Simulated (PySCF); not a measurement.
# H2O4W (WO2(OH)2): the cost of one run

Computed with PySCF 2.14.0 and routines of our own; the level stands in each step. Atoms count from 0.

## (1) The starting structure

7 atoms, charge 0, multiplicity 1; geometry from: GFN2-xTB.

## (2) Geometry optimisation at PBE0-D3(BJ)/def2-SVP

What the job is given:

```
{"job": {"xc": "PBE0", "basis": "def2-SVP", "d3": "d3bj", "grid": 1, "maxiter": 30, "shake": 0.03, "kind": "geom"}, "charge": 0, "multiplicity": 1}
W      0.395840     0.004030     0.269800
O      0.207300     0.363380     1.916070
O      1.888190     0.151200    -0.280120
O     -0.564750     1.369680    -0.669920
H     -1.010100     2.184570    -1.026870
O     -0.360430    -1.599460    -0.124470
H     -0.464190    -2.575420    -0.153050
```

Started as:

```
$ OMP_NUM_THREADS=1 python heavy_run.py task.json out
```

One launch serves the whole session: the jobs run in the order shown.

**Question.** How long does this first job take on 1 thread of Arm Neoverse V2, shared host, and how much memory does it need?

About 91 s, with a peak of 0.38 GiB.
